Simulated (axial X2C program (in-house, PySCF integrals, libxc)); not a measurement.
# All-electron X2C curves of TiBe

Aim: find the lowest determinant of TiBe, scan the bond at several levels and fit the constants, once spin-free and once with spin–orbit coupling.

Program: an in-house X2C program for linear molecules on PySCF integrals. Level of theory: all-electron X2C, Ti dyall-cv3z, Be dyall-cv3z. These are calculated values, not measurements.

**1. Input**

File task.json:

```json
{"zs": [22, 4], "q": 0, "bas": ["dyall-cv3z", "dyall-cv3z"], "levels": ["PBE0", "HF", "PW91"], "cc": true, "r0": 2.38, "thr": -2.0, "nmax": 90, "npts": 10, "nst": 2, "ntry": 6}
```

Keys: zs atomic numbers; q charge; bas basis sets; levels methods (HF also brings MP2); cc coupled cluster on or off; r0 starting distance in Å; thr threshold in hartree for freezing inner shells (an s shell follows its p shell); nmax most natural virtual spinors; npts points asked for on the curve; nst determinants followed; ntry starts of the search.

Started as:

```
$ python so2c.py task.json out
```

Spin-free means the one-electron spin-free X2C Hamiltonian; two-component (2c) means X2C with spin–orbit coupling and atomic mean-field two-electron Coulomb and Gaunt terms. Basis: Ti dyall-cv3z contracted to [10s10p6d4f2g], Be dyall-cv3z contracted to [8s8p3d1f]; Gaussian nuclei, density fitting. Masses: Ti 47.948 u, Be 9.012 u.

Notation: σ, π±, δ± give the projection m of an orbital's angular momentum (0, ±1, ±2), α and β its spin, Λ and M_S the sums; ω is the projection of a spinor's total angular momentum and Ω the sum. Logs are in hartree.

The results follow Hamiltonian by Hamiltonian and level by level.

**2. Search for the lowest determinant**

PBE0 moves the distance from 2.380 Å to 2.466 Å and compares determinants there.

Spin-free determinants:

```
ΔE (eV)           state                              open shells
   0.00  M_S = 2, Λ = 2  beyond closed shells: σα, π+α, π-α, δ+α
   0.09  M_S = 2, Λ = 3   beyond closed shells: 2 × σα, π+α, δ+α
   0.24  M_S = 2, Λ = 0   beyond closed shells: 2 × σα, π+α, π-α
   0.39  M_S = 2, Λ = 0   beyond closed shells: 2 × σα, δ+α, δ-α
   0.39  M_S = 1, Λ = 2  beyond closed shells: σβ, π+α, π-α, δ+α
   0.42  M_S = 1, Λ = 0           beyond closed shells: π+α, π-α
   1.19  M_S = 2, Λ = 1   beyond closed shells: σα, 2 × π+α, π-α
```

Two-component determinants:

| ΔE (eV) | state | open shells |
| --- | --- | --- |
| 0.00 | Ω = 4 | excess of +ω over −ω: ω = 3/2, ω = 5/2 |
| 0.06 | Ω = 1 | excess of +ω over −ω: ω = -1/2, ω = 3/2 |
| 0.10 | Ω = 5 | excess of +ω over −ω: 2 × ω = 1/2, ω = 3/2, ω = 5/2 |
| 0.19 | Ω = 3 | excess of +ω over −ω: ω = 1/2, ω = 5/2 |
| 0.23 | Ω = 2 | excess of +ω over −ω: ω = 1/2, ω = 3/2 |
| 0.37 | Ω = 1 | excess of +ω over −ω: 2 × ω = 1/2 |
| 0.38 | Ω = 2 | excess of +ω over −ω: 2 × ω = 1/2, ω = -3/2, ω = 5/2 |

**3. PBE0, spin-free**

State followed: M_S = 2, Λ = 2 (beyond closed shells: σα, π+α, π-α, δ+α). The scan is laid around 2.466 Å, a first estimate of the minimum, and this SCF restarts from the orbitals of the search.

The SCF at the reference distance of 2.466 Å:

```text
spin-free X2C-1e  PBE0
basis functions 170  fitting functions 902  grid points 5082
iter        total energy     max residual
   1       -868.194334898     7.14e-05
   2       -868.194334958     4.82e-05
   3       -868.194334981     3.34e-05
   4       -868.194334981     2.69e-05
   5       -868.194334995     3.77e-06
   6       -868.194334995     2.43e-06
converged
one-electron -1227.71700882  Coulomb 385.67434004  exact exchange -11.03109571  xc functional -34.00442879  nuclear repulsion 18.88385830
```

Along the bond, energies from the lowest point:

| R (Å) | E (eV) | μ (D) | HOMO (eV) | LUMO (eV) | iterations |
| --- | --- | --- | --- | --- | --- |
| 2.145 | 0.2637 | -1.41 | -4.26 | -1.95 | 50 |
| 2.244 | 0.1097 | -1.51 | -4.30 | -1.86 | 38 |
| 2.318 | 0.0434 | -1.57 | -4.32 | -1.81 | 33 |
| 2.392 | 0.0093 | -1.61 | -4.35 | -1.77 | 29 |
| 2.466 | 0.0000 | -1.64 | -4.37 | -1.75 | 6 |
| 2.552 | 0.0127 | -1.66 | -4.38 | -1.73 | 28 |
| 2.639 | 0.0437 | -1.65 | -4.30 | -1.72 | 25 |
| 2.750 | 0.1010 | -1.62 | -4.20 | -1.72 | 23 |
| 2.885 | 0.1856 | -1.55 | -4.10 | -1.72 | 24 |
| 3.083 | 0.3161 | -1.40 | -3.98 | -1.76 | 23 |

Dipoles are positive if Be is the positive end.

Outer orbitals at the reference distance:

```
symmetry  occupied  ε (eV)              atomic character
      σα       yes   -7.27  55% Be s, 27% Ti s, 10% Ti p
      σβ       yes   -6.38  52% Be s, 20% Ti s, 13% Ti p
     π+α       yes   -4.71            86% Ti d, 11% Be p
     π-α       yes   -4.55            84% Ti d, 13% Be p
     δ+α       yes   -4.46                     100% Ti d
      σα       yes   -4.37  36% Be p, 36% Ti s, 18% Ti p
      σα        no   -1.75  40% Be p, 22% Ti d, 18% Ti p
      σβ        no   -1.65  38% Be p, 34% Ti s, 19% Ti p
     π+α        no   -1.57   51% Ti p, 39% Be p, 9% Ti d
     π-α        no   -1.52  50% Ti p, 38% Be p, 10% Ti d
```

PBE0 fields in the half plane through the axis: z from -2.4 to 4.8 Å across, distance from the axis 0.15 to 2.25 Å upwards; Ti lies at z = 0 and Be at z = 2.466 Å; the ELF is damped to zero where the density is low.

log10 density (e/bohr³). Ten even steps from '0' (-4.15 ) to '9' (1.40 ):
```
0111112222222222211111000
1112222222222222222211100
1122233333333333332222110
1222333333333333333322211
1223344444444444443332211
1223345665544444444433221
2223456777654444554443321
2223456797654446874443321
```

ELF. Ten even steps from '0' (0.00 ) to '9' (1.00 ):
```
0123332111122222233210000
1245542111244445566654100
2466642101356677788887520
3566642101257788899999851
4555432111246899899999974
4443235655425897248999996
3321127878612770001999997
3210016282601721990899998
```

Re = 2.462 Å, ωe = 354 cm⁻¹, ωexe = 3.76 cm⁻¹, Be = 0.3667 cm⁻¹, De = 0.805 eV, μ = -1.64 D.

**4. HF, spin-free**

Output at 2.466 Å:

```text
spin-free X2C-1e  HF
basis functions 170  fitting functions 902  grid points 5082
iter        total energy     max residual
   1       -867.283193343     1.92e-01
   2       -867.300065712     7.52e-03
   3       -867.303131777     2.19e-02
   4       -867.303919923     9.18e-03
   5       -867.304165413     2.10e-03
   6       -867.304278586     4.17e-03
   7       -867.304363170     3.16e-03
   8       -867.304422329     1.15e-03
   9       -867.304453243     1.00e-03
  10       -867.304466870     9.46e-04
  11       -867.304471060     2.71e-04
  12       -867.304472115     7.23e-05
  13       -867.304472484     1.33e-04
  14       -867.304472693     6.81e-05
  15       -867.304472833     3.32e-05
  16       -867.304472950     5.98e-05
  17       -867.304473077     7.04e-05
  18       -867.304473225     5.32e-05
  19       -867.304473365     3.58e-05
  20       -867.304473461     2.71e-05
  21       -867.304473512     2.52e-05
  22       -867.304473537     1.59e-05
  23       -867.304473546     5.87e-06
  24       -867.304473548     3.96e-06
  25       -867.304473549     1.64e-06
converged
one-electron -1228.01395525  Coulomb 386.05111051  exact exchange -44.22548710  xc functional 0.00000000  nuclear repulsion 18.88385830
```

No constants are quoted: the solution changes its character somewhere along the scan, so the fit is set aside.

**5. PW91, spin-free**

The SCF at the reference distance of 2.466 Å:

```text
spin-free X2C-1e  PW91
basis functions 170  fitting functions 902  grid points 5082
iter        total energy     max residual
   1       -868.453129905     7.19e-02
   2       -868.455955243     6.72e-03
   3       -868.456405895     1.39e-02
   4       -868.456603416     1.02e-03
   5       -868.456632456     1.38e-03
   6       -868.456653645     1.23e-03
   7       -868.456658016     2.86e-04
   8       -868.456659664     4.05e-04
   9       -868.456660140     7.74e-05
  10       -868.456660185     2.17e-05
  11       -868.456660192     1.33e-05
converged
one-electron -1227.59680261  Coulomb 385.53399418  exact exchange 0.00000000  xc functional -45.27771005  nuclear repulsion 18.88385830
```

Re = 2.420 Å, ωe = 387 cm⁻¹, ωexe = 3.37 cm⁻¹, Be = 0.3794 cm⁻¹, De = 1.17 eV, μ = -1.57 D.

**6. Correlated methods, spin-free**

Correlated methods: 14 electrons correlated (frozen shells, counted by type: Ti 2 s, 1 p; Be 1 s), 260 virtual spinors in MP2, 90 natural virtuals in coupled cluster.

Output of the correlated part at 2.466 Å:

```text
correlated 14  virtual 260  natural virtual 90  E(MP2) -0.410573257  MP2 remainder -0.022923024
iter   CCSD correlation   residual
   1     -0.399546343   1.58e-01
   2     -0.411704699   8.25e-02
   3     -0.415690006   4.64e-02
   4     -0.415833930   2.53e-02
   5     -0.416802286   1.58e-02
   6     -0.417350139   9.43e-03
   7     -0.417413399   4.63e-03
   8     -0.417516996   2.39e-03
   9     -0.417470171   1.15e-03
  10     -0.417485347   6.13e-04
  11     -0.417478270   3.25e-04
  12     -0.417480792   1.84e-04
  13     -0.417481913   9.78e-05
  14     -0.417481668   4.98e-05
  15     -0.417481774   2.94e-05
  16     -0.417481639   1.80e-05
  17     -0.417481475   1.18e-05
  18     -0.417481373   7.64e-06
  19     -0.417481231   4.69e-06
  20     -0.417481195   2.77e-06
  21     -0.417481148   1.73e-06
  22     -0.417481137   9.19e-07
(T) -0.016757632  T1 0.0634  D1 0.1386  max T2 0.120
```

T1 in the output is the amplitude norm over the root of the electron number; divide by √2 for the Lee–Taylor value.

MP2: No constants are quoted: the reference changes its character somewhere along the scan, so the fit is set aside.

CCSD: No constants are quoted: the reference changes its character somewhere along the scan, so the fit is set aside.

CCSD(T): No constants are quoted: the reference changes its character somewhere along the scan, so the fit is set aside.

**7. A higher determinant, spin-free**

State: M_S = 2, Λ = 3 (beyond closed shells: 2 × σα, π+α, δ+α).

Output at the reference distance:

```text
spin-free X2C-1e  PBE0
basis functions 170  fitting functions 902  grid points 5082
iter        total energy     max residual
   1       -868.190941334     3.86e-05
   2       -868.190941359     3.88e-05
   3       -868.190941372     2.87e-05
   4       -868.190941377     1.84e-05
converged
one-electron -1227.58486352  Coulomb 385.53767471  exact exchange -11.03222163  xc functional -33.99538924  nuclear repulsion 18.88385830
```

| R (Å) | E above the lowest PBE0 point (eV) |
| --- | --- |
| 2.145 | 0.432 |
| 2.244 | 0.244 |
| 2.318 | 0.160 |
| 2.392 | 0.112 |
| 2.466 | 0.092 |
| 2.552 | 0.097 |
| 2.639 | 0.123 |
| 2.750 | 0.178 |
| 2.885 | 0.263 |

Re = 2.493 Å, ωe = 359 cm⁻¹, ωexe = 3.55 cm⁻¹, Be = 0.3576 cm⁻¹, μ = -2.35 D. Te = 0.09 eV.

**8. The spin-free curves together**

Energy (eV) of the followed determinant, spin-free, from each level's lowest point:

| R (Å) | PBE0 | HF (jumps) | MP2 (its reference jumps) | CCSD (its reference jumps) | CCSD(T) (its reference jumps) | PW91 |
| --- | --- | --- | --- | --- | --- | --- |
| 2.145 | 0.264 | 0.513 | 0.580 | n/a | n/a | 0.218 |
| 2.244 | 0.110 | 0.242 | 0.487 | 0.218 | 0.230 | 0.078 |
| 2.318 | 0.043 | 0.099 | 0.453 | 0.179 | 0.206 | 0.023 |
| 2.392 | 0.009 | 0.000 | 0.447 | 0.173 | 0.213 | 0.000 |
| 2.466 | 0.000 | 0.246 | 0.000 | 0.000 | 0.000 | 0.002 |
| 2.552 | 0.013 | 0.175 | 0.046 | 0.022 | 0.043 | 0.030 |
| 2.639 | 0.044 | 0.122 | 0.086 | 0.051 | 0.094 | 0.075 |
| 2.750 | 0.101 | 0.078 | 0.141 | 0.095 | 0.165 | 0.153 |
| 2.885 | 0.186 | 0.050 | 0.211 | n/a | n/a | 0.262 |
| 3.083 | 0.316 | 0.042 | 0.309 | n/a | n/a | 0.428 |

**9. PBE0, 2c**

State followed: Ω = 4 (excess of +ω over −ω: ω = 3/2, ω = 5/2). The scan is laid around 2.466 Å, a first estimate of the minimum, and this SCF restarts from the orbitals of the search.

Output at 2.466 Å:

```text
two-component X2C + atomic mean field  PBE0
basis functions 170  fitting functions 902  grid points 5082
iter        total energy     max residual
   1       -868.005891189     2.69e-05
   2       -868.005891190     5.83e-06
converged
one-electron -1227.24466249  Coulomb 385.57119559  exact exchange -11.02822439  xc functional -33.99548511  nuclear repulsion 18.88385830  atomic mean-field constant -0.19257309
```

Along the bond, energies from the lowest point:

| R (Å) | E (eV) | μ (D) | HOMO (eV) | LUMO (eV) | iterations |
| --- | --- | --- | --- | --- | --- |
| 2.145 | 0.2646 | -1.41 | -4.26 | -1.95 | 42 |
| 2.244 | 0.1103 | -1.51 | -4.29 | -1.86 | 38 |
| 2.318 | 0.0439 | -1.57 | -4.32 | -1.81 | 33 |
| 2.392 | 0.0095 | -1.61 | -4.35 | -1.77 | 29 |
| 2.466 | 0.0000 | -1.64 | -4.37 | -1.75 | 2 |
| 2.552 | 0.0124 | -1.66 | -4.37 | -1.73 | 28 |
| 2.639 | 0.0431 | -1.65 | -4.29 | -1.72 | 22 |
| 2.750 | 0.1001 | -1.62 | -4.19 | -1.72 | 22 |
| 2.885 | 0.1843 | -1.55 | -4.09 | -1.72 | 22 |
| 3.083 | 0.3143 | -1.40 | -3.97 | -1.76 | 24 |

Dipoles are positive if Be is the positive end.

Outer spinors at the reference distance:

```tsv
ω	occupied	ε (eV)	atomic character	λ mixture
1/2	yes	-7.27	55% Be s, 27% Ti s, 10% Ti p	100% σ
-1/2	yes	-6.39	52% Be s, 20% Ti s, 13% Ti p	100% σ
3/2	yes	-4.71	86% Ti d, 11% Be p	100% π
-1/2	yes	-4.56	84% Ti d, 13% Be p	100% π
5/2	yes	-4.45	100% Ti d	100% δ
1/2	yes	-4.37	36% Be p, 36% Ti s, 18% Ti p	100% σ
1/2	no	-1.75	40% Be p, 22% Ti d, 18% Ti p	100% σ
-1/2	no	-1.64	38% Be p, 34% Ti s, 19% Ti p	100% σ
3/2	no	-1.57	50% Ti p, 39% Be p, 9% Ti d	100% π
-1/2	no	-1.52	50% Ti p, 38% Be p, 10% Ti d	100% π
```

PBE0 fields in the half plane through the axis: z from -2.4 to 4.8 Å across, distance from the axis 0.15 to 2.25 Å upwards; Ti lies at z = 0 and Be at z = 2.466 Å; the ELF is damped to zero where the density is low.

log10 density (e/bohr³). Ten even steps from '0' (-4.15 ) to '9' (1.40 ):
```
0111112222222222211111000
1112222222222222222211100
1122233333333333332222110
1222333333333333333322211
1223344444444444443332211
1223345665544444444433221
2223456777654444554443321
2223456797654446874443321
```

ELF. Ten even steps from '0' (0.00 ) to '9' (1.00 ):
```
0123332111122222233210000
1245542111244445566654100
2466642101356677788887520
3566542101257788899999851
4555432111246899899999984
4443235655425897248999996
3321127878612770001999997
3210016282601721990899998
```

Re = 2.463 Å, ωe = 353 cm⁻¹, ωexe = 3.75 cm⁻¹, Be = 0.3664 cm⁻¹, De = 0.796 eV, μ = -1.64 D.

**10. HF, 2c**

Output at 2.466 Å:

```text
two-component X2C + atomic mean field  HF
basis functions 170  fitting functions 902  grid points 5082
iter        total energy     max residual
   1       -867.095079267     1.92e-01
   2       -867.111957982     7.50e-03
   3       -867.115028513     2.19e-02
   4       -867.115818146     9.19e-03
   5       -867.116064491     2.11e-03
   6       -867.116178065     4.17e-03
   7       -867.116262554     3.17e-03
   8       -867.116321096     1.13e-03
   9       -867.116351352     9.89e-04
  10       -867.116364493     9.30e-04
  11       -867.116368430     2.64e-04
  12       -867.116369346     7.47e-05
  13       -867.116369609     1.09e-04
  14       -867.116369715     4.60e-05
  15       -867.116369756     1.56e-05
  16       -867.116369771     1.92e-05
  17       -867.116369779     1.30e-05
  18       -867.116369786     8.76e-06
  19       -867.116369792     9.14e-06
  20       -867.116369797     1.02e-05
  21       -867.116369801     6.87e-06
  22       -867.116369806     5.58e-06
  23       -867.116369808     4.49e-06
  24       -867.116369809     2.74e-06
converged
one-electron -1227.57477405  Coulomb 385.98345027  exact exchange -44.21633124  xc functional 0.00000000  nuclear repulsion 18.88385830  atomic mean-field constant -0.19257309
```

No constants are quoted: the solution changes its character somewhere along the scan, so the fit is set aside.

**11. PW91, 2c**

Output at 2.466 Å:

```text
two-component X2C + atomic mean field  PW91
basis functions 170  fitting functions 902  grid points 5082
iter        total energy     max residual
   1       -868.264463537     7.19e-02
   2       -868.267283252     6.78e-03
   3       -868.267740320     1.40e-02
   4       -868.267938405     1.01e-03
   5       -868.267967534     1.38e-03
   6       -868.267988869     1.24e-03
   7       -868.267993270     2.82e-04
   8       -868.267994911     4.11e-04
   9       -868.267995390     7.93e-05
  10       -868.267995434     2.10e-05
  11       -868.267995440     1.38e-05
converged
one-electron -1227.12287920  Coulomb 385.42914466  exact exchange 0.00000000  xc functional -45.26554611  nuclear repulsion 18.88385830  atomic mean-field constant -0.19257309
```

Re = 2.421 Å, ωe = 387 cm⁻¹, ωexe = 3.37 cm⁻¹, Be = 0.3793 cm⁻¹, De = 1.16 eV, μ = -1.57 D.

**12. MP2 and beyond, 2c**

Correlated methods: 14 electrons correlated (frozen shells, counted by type: Ti 2 s, 1 p; Be 1 s), 260 virtual spinors in MP2, 90 natural virtuals in coupled cluster.

Output of the correlated part at 2.466 Å:

```text
correlated 14  virtual 260  natural virtual 90  E(MP2) -0.410412598  MP2 remainder -0.022892079
iter   CCSD correlation   residual
   1     -0.399439516   1.58e-01
   2     -0.411573422   8.28e-02
   3     -0.415614968   4.68e-02
   4     -0.415764640   2.56e-02
   5     -0.416751247   1.60e-02
   6     -0.417315470   9.55e-03
   7     -0.417378407   4.68e-03
   8     -0.417484382   2.41e-03
   9     -0.417436901   1.16e-03
  10     -0.417452384   6.21e-04
  11     -0.417445368   3.31e-04
  12     -0.417447898   1.87e-04
  13     -0.417449069   1.01e-04
  14     -0.417448828   5.22e-05
  15     -0.417448951   3.15e-05
  16     -0.417448804   1.97e-05
  17     -0.417448639   1.30e-05
  18     -0.417448536   8.41e-06
  19     -0.417448388   5.16e-06
  20     -0.417448355   3.07e-06
  21     -0.417448306   1.95e-06
  22     -0.417448293   1.08e-06
(T) -0.016737179  T1 0.0641  D1 0.1395  max T2 0.121
```

MP2: No constants are quoted: the reference changes its character somewhere along the scan, so the fit is set aside.

CCSD: No constants are quoted: the reference changes its character somewhere along the scan, so the fit is set aside.

CCSD(T): No constants are quoted: the reference changes its character somewhere along the scan, so the fit is set aside.

**13. A higher determinant, 2c**

State: Ω = 1 (excess of +ω over −ω: ω = -1/2, ω = 3/2).

Output at the reference distance:

```text
two-component X2C + atomic mean field  PBE0
basis functions 170  fitting functions 902  grid points 5082
iter        total energy     max residual
   1       -868.003562030     2.14e-05
   2       -868.003562032     5.47e-06
converged
one-electron -1227.12426206  Coulomb 385.44579440  exact exchange -11.02945395  xc functional -33.98692563  nuclear repulsion 18.88385830  atomic mean-field constant -0.19257309
```

| R (Å) | E above the lowest PBE0 point (eV) |
| --- | --- |
| 2.145 | 0.403 |
| 2.244 | 0.216 |
| 2.318 | 0.131 |
| 2.392 | 0.083 |
| 2.466 | 0.063 |
| 2.552 | 0.068 |
| 2.639 | 0.093 |
| 2.750 | 0.148 |
| 2.885 | 0.233 |

Re = 2.493 Å, ωe = 358 cm⁻¹, ωexe = 3.54 cm⁻¹, Be = 0.3574 cm⁻¹, μ = -2.35 D. Te = 0.06 eV.

**14. The 2c curves together**

Energy (eV) of the followed determinant, 2c, from each level's lowest point:

| R (Å) | PBE0 | HF (jumps) | MP2 (its reference jumps) | CCSD (its reference jumps) | CCSD(T) (its reference jumps) | PW91 |
| --- | --- | --- | --- | --- | --- | --- |
| 2.145 | 0.265 | 0.512 | 0.578 | n/a | n/a | 0.218 |
| 2.244 | 0.110 | 0.241 | 0.486 | 0.223 | 0.235 | 0.079 |
| 2.318 | 0.044 | 0.099 | 0.453 | 0.182 | 0.208 | 0.023 |
| 2.392 | 0.010 | 0.000 | 0.448 | 0.174 | 0.212 | 0.000 |
| 2.466 | 0.000 | 0.237 | 0.000 | 0.000 | 0.000 | 0.002 |
| 2.552 | 0.012 | 0.165 | 0.042 | 0.020 | 0.041 | 0.029 |
| 2.639 | 0.043 | 0.112 | 0.081 | 0.048 | 0.091 | 0.075 |
| 2.750 | 0.100 | 0.067 | 0.136 | 0.092 | 0.161 | 0.152 |
| 2.885 | 0.184 | 0.039 | 0.205 | n/a | n/a | 0.261 |
| 3.083 | 0.314 | 0.031 | 0.302 | n/a | n/a | 0.426 |

The whole job took 4.4 min on 1 thread of Arm Neoverse V1, shared host; peak memory 0.88 GiB.

**15. Constants**

Lowest determinant that the search found at its distance, spin-free: M_S = 2, Λ = 2 (beyond closed shells: σα, π+α, π-α, δ+α).

Lowest determinant that the search found at its distance, 2c: Ω = 4 (excess of +ω over −ω: ω = 3/2, ω = 5/2).

| Hamiltonian | level | Re (Å) | ωe (cm⁻¹) | De (eV) | μ (D) |
| --- | --- | --- | --- | --- | --- |
| spin-free | PBE0 | 2.462 | 354 | 0.805 | -1.64 |
| spin-free | PW91 | 2.420 | 387 | 1.17 | -1.57 |
| 2c | PBE0 | 2.463 | 353 | 0.796 | -1.64 |
| 2c | PW91 | 2.421 | 387 | 1.16 | -1.57 |

Dipoles are positive if Be is the positive end. No constants: spin-free HF (the solution changes its character somewhere along the scan, so the fit is set aside); spin-free MP2 (the reference changes its character somewhere along the scan, so the fit is set aside); spin-free CCSD (the reference changes its character somewhere along the scan, so the fit is set aside); spin-free CCSD(T) (the reference changes its character somewhere along the scan, so the fit is set aside); 2c HF (the solution changes its character somewhere along the scan, so the fit is set aside); 2c MP2 (the reference changes its character somewhere along the scan, so the fit is set aside); 2c CCSD (the reference changes its character somewhere along the scan, so the fit is set aside); 2c CCSD(T) (the reference changes its character somewhere along the scan, so the fit is set aside).

Time per point (s) on 1 thread of Arm Neoverse V1, shared host (2c runs); the times are rough: PBE0 1, PW91 0.67.

What this shows: At PBE0, going from spin-free to two-component changes Re by +1 mÅ, ωe by -0.2 %, which is small (part of it comes from the scalar share of the two-electron terms). De moves by -0.01 eV; both De rest on single-determinant atoms, which can miss part of an open shell's spin–orbit lowering.

De refers to Ti + Be, each in the lowest determinant found, which need not be this curve's own limit. Each curve is one determinant whose occupation by symmetry is held fixed; it was picked as the lowest of a PBE0 search that is not exhaustive. De is counted from the lowest determinant-based energies of the atoms at the same level, without counterpoise correction. Density functionals use the spin component along the axis (collinear). With several unpaired electrons one determinant need not be a pure state. At some level an empty orbital lies below a filled one.
